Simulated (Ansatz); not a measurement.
The system is ScSi2.

```
CELL_PARAMETERS angstrom
3.66000 0.00000 0.00000
-1.83000 3.16965 0.00000
0.00000 0.00000 3.87000
ATOMIC_POSITIONS crystal
Sc 0.00000 0.00000 0.00000
Si 0.66667 0.33333 0.50000
Si 0.33333 0.66667 0.50000
```

- Program: Ansatz 0.2.0
- Task: relaxation of cell and atoms
- Functional: exchange-only PBE
- Potentials or basis: JTH PAW
- Cutoff: 1350 eV (not typed: the program's choice for these potentials)
- k mesh: 8 × 8 × 7
- Occupations: methfessel-paxton, width 0.01 eV
- Spin: collinear spin, ferromagnetic start
- Starting moments: [0.5, 0.0, 0.0] μB

At the start: volume 14.97 Å³/atom.

Question: Where does the relaxation end?

Answer: It ends after 9 steps and the volume is 19.97 Å³/atom (+33.5 %); space group P6/mmm (No. 191, to 0.05 Å); moment 0.00 μB per cell.

Step by step:
| step | energy change (eV) | largest force (eV/Å) | volume (Å³) |
| --- | --- | --- | --- |
| 1 | 0.0000 | 0.0000 | 44.90 |
| 2 | -1.0539 | 0.0000 | 50.31 |
| 3 | -1.4771 | 0.0000 | 55.46 |
| 4 | -1.5985 | 0.0000 | 57.61 |
| 5 | -1.6263 | 0.0000 | 61.90 |
| 6 | -1.6368 | 0.0000 | 59.91 |
| 7 | -1.6375 | 0.0000 | 59.73 |
| 8 | -1.6380 | 0.0000 | 59.92 |
| 9 | -1.6387 | 0.0000 | 59.92 |

Final structure:
```yaml
crystal:
  lattice:
    - [4.25166, 0.00000, 0.00000]
    - [-2.12583, 3.68205, 0.00000]
    - [0.00000, 0.00000, 3.82751]
  atoms:
    - { symbol: Sc, position: [0.00000, 0.00000, 0.00000] }
    - { symbol: Si, position: [0.66667, 0.33333, 0.50000] }
    - { symbol: Si, position: [0.33333, 0.66667, 0.50000] }
```

Caveat: the volume moved by over 15 % at a fixed basis, so the end points are rough; the plane-wave basis is chosen anew once the cell has moved, so the energies of steps on either side of that aren't comparable; the volume moved by +33 % from the deposited cell, more than functionals usually miss; the starting moments weren't kept.
